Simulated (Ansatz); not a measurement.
# CH2FI (SMILES FCI): single points off equilibrium

The task here is to estimate one member of a computed series from the others.

Computed with Ansatz 0.2.0, Gaussian basis. Level: single points in def2-TZVPP.

Correlated methods freeze the cores. Filled d shells of the heavier atoms are correlated. Core potentials replace the inner electrons past krypton, and spin-orbit coupling is left out.

## The starting structure

SMILES `FCI`, 5 atoms, charge 0, spin multiplicity 1.

Atoms are counted from 1 here; the program's logs count them from 0.

Bond lengths: F1–C2 1.333 Å, C2–I3 2.162 Å, C2–H4 1.095 Å, C2–H5 1.097 Å. Angles: F1–C2–I3 112.0°, F1–C2–H4 108.7°, F1–C2–H5 109.5°, I3–C2–H4 107.2°, I3–C2–H5 107.8°, H4–C2–H5 111.7°.

Geometry (Å):

```
F     1.1911    0.6977   -0.1604
C     0.1582   -0.1021    0.1031
I    -1.6497    0.5610   -0.8805
H     0.3847   -1.1035   -0.2769
H    -0.0317   -0.1107    1.1838
```

The first run:

Contents of run/in.yaml:

```yaml
crystal:
  periodic: [false, false, false]
  atoms:
    - {symbol: F, position_ang: [1.191100, 0.697700, -0.160400]}
    - {symbol: C, position_ang: [0.158200, -0.102100, 0.103100]}
    - {symbol: I, position_ang: [-1.649700, 0.561000, -0.880500]}
    - {symbol: H, position_ang: [0.384700, -1.103500, -0.276900]}
    - {symbol: H, position_ang: [-0.031700, -0.110700, 1.183800]}
basis:
  gaussian: {orbitals: def2-TZVPP}
correlation: {method: ccsd_t}
output: {forces: true}
```

No record of the launch command was kept for these runs.

Among the steps run: CCSD(T)/def2-TZVPP; PBE0-D4/def2-TZVPP; wB97M-V/def2-TZVPP; r2SCAN-D4/def2-TZVPP; PBE-D4/def2-TZVPP; HSE06-D4/def2-TZVPP; r2SCAN0-D4/def2-TZVPP.

One table of the session follows, with a row left open; its other results are not shown here.

```
    method  RMS force component (eV/Å)  angle to CCSD(T) forces (°)  dipole (D)
   CCSD(T)                       0.496                    reference        1.54
   PBE0-D4                       0.347                          8.2        1.58
   wB97M-V                       0.481                          4.8        1.55
 r2SCAN-D4                       0.438                         12.0        1.59
    PBE-D4                           ?                            ?           ?
  HSE06-D4                       0.342                          8.7        1.58
r2SCAN0-D4                       0.352                         21.8        1.64
```

**Question.** Estimate the row for PBE-D4.

The run gave: RMS force component (eV/Å): 0.504; angle to CCSD(T) forces (°): 21.5; dipole (D): 1.50. In the column «RMS force component (eV/Å)» it is the highest.
